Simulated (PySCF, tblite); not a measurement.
# C₂H₈BrClSi₂: geometry, infrared bands and NMR shifts

What infrared bands and NMR shifts should C₂H₈BrClSi₂ (`C[SiH2][Si@H](Br)CCl`) show?

Programs: tblite 0.8.0 and PySCF 2.14.0, with density-fitted response routines of our own. Each step states its level of theory. These are calculated values for one molecule in the gas phase, unless marked as measured. Atoms count from 0, in the outputs and in this text.

## 1. The molecule as given

14 atoms, charge 0, multiplicity 1; geometry from: force field or distance geometry start.

Bonds of the start (Å): C0–Si1 1.86, Si1–Si2 2.31, Si2–Br3 2.22, Si2–C4 1.84, C4–Cl5 1.78, C0–H6 1.09, C0–H7 1.09, C0–H8 1.10, Si1–H9 1.48, Si1–H10 1.48, Si2–H11 1.49, C4–H12 1.10, C4–H13 1.10.

## 2. Geometry optimisation with GFN2-xTB

The job: settings as JSON, then the geometry in Å.

```
{"job": {"kind": "relax", "xc": "GFN2-xTB", "basis": "xTB"}, "charge": 0, "multiplicity": 1}
C      2.433100    -0.020400     0.539400
Si     0.939500     0.555100    -0.416200
Si    -0.936800    -0.493400     0.417400
Br    -0.685800    -2.687900     0.235700
C     -2.413300    -0.003000    -0.573000
Cl    -2.834900     1.698400    -0.266800
H      2.571400    -1.095100     0.444100
H      3.339200     0.474200     0.176500
H      2.338300     0.214400     1.606500
H      0.810800     2.026200    -0.288500
H      1.103500     0.218200    -1.849800
H     -1.127600    -0.185200     1.862800
H     -3.297400    -0.595300    -0.311000
H     -2.240500    -0.106700    -1.659100
```

Started as:

```sh
$ OMP_NUM_THREADS=1 python probes_run.py task.json out
```

One launch serves the whole session: the jobs run in the order shown.

**Question.** This job is followed by: GFN2-xTB harmonic vibrations, gas phase; GIAO PBE0/pcSseg-1 NMR shielding, non-relativistic, gas phase. Predict these results of the whole session: strongest single infrared mode (GFN2-xTB); zero-point energy (GFN2-xTB); 13C shifts against TMS (PBE0/pcSseg-1); 1H shifts against TMS (PBE0/pcSseg-1, means over atoms taken as alike); 29Si shifts against TMS (PBE0/pcSseg-1); 79Br shifts against HBr (PBE0/pcSseg-1); 35Cl shifts against HCl (PBE0/pcSseg-1); surface potential, 1st and 99th percentile.

As calculated:

| quantity | value |
| --- | --- |
| strongest single infrared mode (GFN2-xTB) | 2238 cm⁻¹, 326 km/mol |
| zero-point energy (GFN2-xTB) | 56.7 kcal/mol |
| 13C shifts against TMS (PBE0/pcSseg-1) | 35.8, -11.5 ppm |
| 1H shifts against TMS (PBE0/pcSseg-1, means over atoms taken as alike) | 5.48, 4.25, 4.03, 3.51, 3.18, 0.35 ppm |
| 29Si shifts against TMS (PBE0/pcSseg-1) | -12.1, -74.5 ppm |
| 79Br shifts against HBr (PBE0/pcSseg-1) | -114 ppm |
| 35Cl shifts against HCl (PBE0/pcSseg-1) | 19 ppm |
| surface potential, 1st and 99th percentile | -0.58 V and 1.21 V |

**Reading.** Relaxing lowered the energy by 0.161 eV in 67 steps; the close pair that moved most is Si2–C4, from 1.844 to 1.911 Å. All 36 modes are real, so the xTB geometry is a minimum. Unscaled tight-binding wavenumbers are off by several per cent, some by more. Its intensities can rank the bands wrongly. C4 (sp3 CH2 bonded to Cl and Si) lies farthest downfield among carbon, at 35.8 ppm; deshielded by the electronegative neighbour. At PBE0/pcSseg-1: The largest span, 317 ppm, is at Br3, where the paramagnetic term is -390 ppm. At PBE0/pcSseg-1, counted by nearest atom on the grid, the HOMO lies on Br3 40 %; Cl5 19 %, the LUMO on Si2 32 %; Br3 20 %. Spin-orbit coupling is left out, which matters for shieldings and couplings at and beside the heavy atoms.
